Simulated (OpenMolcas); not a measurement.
**Ta²⁺ among point charges: CASSCF and CASPT2 levels and susceptibility**

How does a field of 6 point charges split the states of Ta²⁺, and what χT follows?

The numbers are computed with OpenMolcas 26.06 (state-averaged CASSCF and CASPT2, spin-orbit coupling by RASSI with atomic mean-field integrals), except any that are marked as measured or tabulated.

## (1) The system

| Item | Value |
| --- | --- |
| Species | Ta²⁺ (tantalum, Z = 73, 71 electrons) |
| Basis | ANO-RCC-VDZP [7s6p4d2f1g], 68 functions |
| Scalar Hamiltonian | DKH2, point nucleus |
| Inactive shells | 1s 2s 2p 3s 3p 3d 4s 4p 4d 4f 5s 5p |
| Active space | 3 electrons in 5 orbitals (5d) |
| Some configurations of this space | 5d³ |
| Orbitals | optimised for each spin and parity, averaged over all roots |

Outer shells as boxes (Hund's rule):

5d3
```
5d [↑ ][↑ ][↑ ][  ][  ]
```

The ion sits among 6 point charges of -1.7 e arranged as an octahedron (Oh), 1.96 Å from the ion.

Each step is its own input file, run in one work folder so that later steps find the files of earlier ones. Labels, J, g values, rates, χT and fits are worked out afterwards by a script from the matrices that RASSI stores. The input lists half of the charges; inversion (Group=XYZ) makes the rest.

## (2) Basis and integrals

File a.inp:

```
&GATEWAY
Coord
1

Ta 0.0 0.0 0.0
Basis=ANO-RCC-VDZP
Group=XYZ
NoMove
AngMom=0.0 0.0 0.0
AMFI
XField
3 Angstrom 0
1.960000 0.000000 0.000000 -1.700000
0.000000 1.960000 0.000000 -1.700000
0.000000 0.000000 1.960000 -1.700000
&SEWARD
```

On the command line:

```bash
> OMP_NUM_THREADS=1 MOLCAS_MEM=1689 MOLCAS_PROJECT=a pymolcas a.inp > a.log
```

## (3) Reference wave functions, quartets of even parity, 10 roots

File a.inp:

```
&RASSCF
FileOrb=start.orb
Symmetry=1
Spin=4
nActEl=3 0 0
Inactive=15 19
Ras2=5 0
CIRoot=10 10 1
SDav=10
CIMx=300
Iter=120 100
PrWF=0.3
OrbListing=Nothing
MaxOrb=0
>>> COPY $Project.JobIph JOB001
```

start.orb holds the contracted functions of the basis, ordered by shell, or the orbitals of the step before.

## (4) Reference wave functions, doublets of even parity, 40 roots

File a.inp:

```
&RASSCF
FileOrb=start.orb
Symmetry=1
Spin=2
nActEl=3 0 0
Inactive=15 19
Ras2=5 0
CIRoot=40 40 1
SDav=40
CIMx=300
Iter=120 100
PrWF=0.3
OrbListing=Nothing
MaxOrb=0
>>> COPY $Project.JobIph JOB002
```

## (5) State interaction with spin-orbit coupling

File a.inp:

```
&RASSI
NrOfJobIphs=2 10 40
1 2 3 4 5 6 7 8 9 10
1 2 3 4 5 6 7 8 9 10 11 12 13 14 15 16 17 18 19 20 21 22 23 24 25 26 27
28 29 30 31 32 33 34 35 36 37 38 39 40
IphNames
JOB001
JOB002
EJob
SpinOrbit
DIPRint=1.0
SOCoupling=1000.0
Subsets=2
Property=9
'ANGMOM' 1 'ANGMOM' 2 'ANGMOM' 3 'MLTPL  1' 1 'MLTPL  1' 2 'MLTPL  1' 3
'AMFI' 1 'AMFI' 2 'AMFI' 3
SOProperty=3
'ANGMOM' 1 'ANGMOM' 2 'ANGMOM' 3
```

## (6) CASPT2: IPEA 0.25, imaginary shift 0.1 (closed shells correlated: 4f 5s 5p)

File a.inp:

```
>>> COPY JOB001 $Project.JobIph
&CASPT2
Multistate=10 1 2 3 4 5 6 7 8 9 10
NoMult
Frozen=14 9
IPEA=0.25
Imaginary=0.1
MaxIter=60
WThr=0.0 0.3 0.05
PrWF=0.5
NoMix
>>> COPY JOB002 $Project.JobIph
&CASPT2
Multistate=40 1 2 3 4 5 6 7 8 9 10 11 12 13 14 15 16 17 18 19 20 21 22
23 24 25 26 27 28 29 30 31 32 33 34 35 36 37 38 39 40
NoMult
Frozen=14 9
IPEA=0.25
Imaginary=0.1
MaxIter=60
WThr=0.0 0.3 0.05
PrWF=0.5
NoMix
```

(Steps that only read results are left out.)

What does the calculation give? Wanted: spin-free ground state; first state of the same spin within the active space; lowest level; next level.

The runs gave:

```
                                            quantity                                                                           value
                                              method  SS-CASPT2, IPEA 0.25, imaginary shift 0.1 (closed shells correlated: 4f 5s 5p)
                              spin-free ground state                                                 4A2, 1-fold in its orbital part
first state of the same spin within the active space                                                               4T2 at 27900 cm⁻¹
                                        lowest level                                                                       4-fold Γ8
                                          next level                                                                     9820.1 cm⁻¹
                                         χT at 300 K                                                                  1.55 cm³ K/mol
                           effective moment at 300 K                                                                         3.52 μB
```

Cost by method:

```csv
method,time of its own steps,time with the reference
A. CASSCF,7.2 s,7.2 s
"B. SS-CASPT2, IPEA 0.25, imaginary shift 0.1, +4f 5s 5p",5.5 s,13 s
```

Times are of one thread on a shared host.

In words: The spin-free ground state (4A2) comes to 100 % from free-ion F terms and keeps the highest spin of the shell. χT at 300 K is 1.55, against 1.88 cm³ K/mol for the spin alone, so spin-orbit coupling lowers it. A ligand-field fit to the states below 45000 cm-1 gives 10Dq = 28105 cm-1, B = 497 cm-1 and C = 1931 cm-1 (C/B = 3.88), with a deviation of 298 cm-1. CASPT2 does not keep the components of a term degenerate, and the means are used. The field of point charges can differ much from that of real complexes. Point charges carry no covalency, so the field is a model and not that of real ligands.
